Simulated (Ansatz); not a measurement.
**AlNH6 (built from SMILES N.[AlH3]): a reaction path by the nudged elastic band**

Aim: the minimum-energy path between two given structures and its highest point. Both ends were relaxed at PBE0-D4 in triple zeta. A second band with other settings follows.

Program: Ansatz 0.2.0, Gaussian basis. Level of theory: PBE0-D4/def2-SVP. These are calculated values, not measurements.

22 further runs of the same task are left out: 22 set aside as unsound or not needed.

## Step 1: The system as given

The first end: 8 atoms, charge 0, spin multiplicity 1.

Atoms are counted from 1 here; the program's logs count them from 0.

Bond lengths: Al1–H2 1.603 Å, Al1–H3 1.603 Å, Al1–H4 1.603 Å, Al1–N6 2.061 Å, H5–N6 1.015 Å, N6–H7 1.015 Å, N6–H8 1.015 Å. Angles: H2–Al1–H3 117.5°, H2–Al1–H4 117.4°, H2–Al1–N6 99.3°, H3–Al1–H4 117.5°, H3–Al1–N6 99.3°, H4–Al1–N6 99.3°, Al1–N6–H5 111.0°, Al1–N6–H7 111.0°, Al1–N6–H8 111.0°, H5–N6–H7 107.9°, H5–N6–H8 107.9°, H7–N6–H8 107.9°.

Coordinates:

```xyz
8

Al   -0.7732    0.0369   -0.7391
H    -0.0908    1.0512   -1.7762
H    -0.8184   -1.5140   -1.1427
H    -1.9695    0.6006    0.1672
H     0.8940    0.8868    1.0711
N     0.7156   -0.0343    0.6840
H     1.5837   -0.3783    0.2863
H     0.4585   -0.6492    1.4493
```

The second end:

```xyz
8
charge 0, multiplicity 1
Al   -0.67818   -0.47782   -0.17055
H     0.06204    1.71178   -1.54368
H    -0.44237   -1.24683   -1.53456
H    -1.99006    0.34237    0.16666
H     0.58445    1.65010   -1.00918
N     0.55504   -0.62557    1.08941
H     1.41190   -1.14668    0.99822
H     0.49718   -0.20745    2.00369
```

## Step 2: The band at PBE0-D4/def2-SVP

Contents of neb/in.yaml:

```yaml
crystal:
  periodic: [false, false, false]
  atoms:
    - {symbol: Al, position_ang: [-0.773201, 0.036912, -0.739068]}
    - {symbol: H, position_ang: [-0.090791, 1.051244, -1.776202]}
    - {symbol: H, position_ang: [-0.818445, -1.513955, -1.142729]}
    - {symbol: H, position_ang: [-1.969485, 0.600622, 0.167231]}
    - {symbol: H, position_ang: [0.894046, 0.886813, 1.071083]}
    - {symbol: N, position_ang: [0.715648, -0.034250, 0.684020]}
    - {symbol: H, position_ang: [1.583692, -0.378274, 0.286323]}
    - {symbol: H, position_ang: [0.458535, -0.649211, 1.449343]}
basis:
  gaussian: {orbitals: def2-SVP}
hamiltonian: {xc: pbe0, dispersion: d4}
neb:
  images: 5
  climbing: true
  max_iterations: 40
  initial_path: idpp
  final_atoms:
    - {symbol: Al, position_ang: [-0.678177, -0.477819, -0.170553]}
    - {symbol: H, position_ang: [0.062039, 1.711782, -1.543683]}
    - {symbol: H, position_ang: [-0.442373, -1.246826, -1.534558]}
    - {symbol: H, position_ang: [-1.990056, 0.342371, 0.166660]}
    - {symbol: H, position_ang: [0.584452, 1.650095, -1.009184]}
    - {symbol: N, position_ang: [0.555041, -0.625571, 1.089412]}
    - {symbol: H, position_ang: [1.411896, -1.146681, 0.998217]}
    - {symbol: H, position_ang: [0.497179, -0.207452, 2.003689]}
```

On the command line:

```console
ansatz run in.yaml --threads 2 --pin off --events-out ev --progress --plain --max-ram 4352MiB
```

## Step 3: The band at PBE-D4/STO-3G, other settings

Edit neb/in.yaml of step 2 so:

```diff
@@ -12,6 +12,6 @@
 basis:
-  gaussian: {orbitals: def2-SVP}
-hamiltonian: {xc: pbe0, dispersion: d4}
+  gaussian: {orbitals: STO-3G}
+hamiltonian: {xc: pbe, dispersion: d4}
 neb:
-  images: 5
+  images: 7
   climbing: true
@@ -19,2 +19,3 @@
   initial_path: idpp
+  max_displacement: 0.05
   final_atoms:
```

What does the calculation give? Wanted: from earlier runs: barrier over the separately found saddle, CCSD(T)/def2-TZVPP.

**Answer**, as computed:

| quantity | value |
| --- | --- |
| PBE0-D4/def2-SVP, 15 iterations | highest 129.8 kJ/mol (image 4), last end +65.5 kJ/mol |
| PBE-D4/STO-3G, 24 iterations | highest 108.7 kJ/mol (image 4), last end +61.0 kJ/mol |
| from earlier runs: barrier over the separately found saddle, CCSD(T)/def2-TZVPP | 138.6 kJ/mol |

**Reading.** The highest image lies 129.8 kJ/mol above the first end, and it climbed, so it estimates the saddle. The ends are not quite minima at this level (largest force component 0.34 eV/Å), so the heights are unreliable: relaxing the first end would lower it and raise the barrier above it. The highest image is 8.8 kJ/mol below the CCSD(T) barrier in triple zeta, which comes from separate runs on the saddle. The second band's highest image lies at 108.7 kJ/mol; the levels differ.
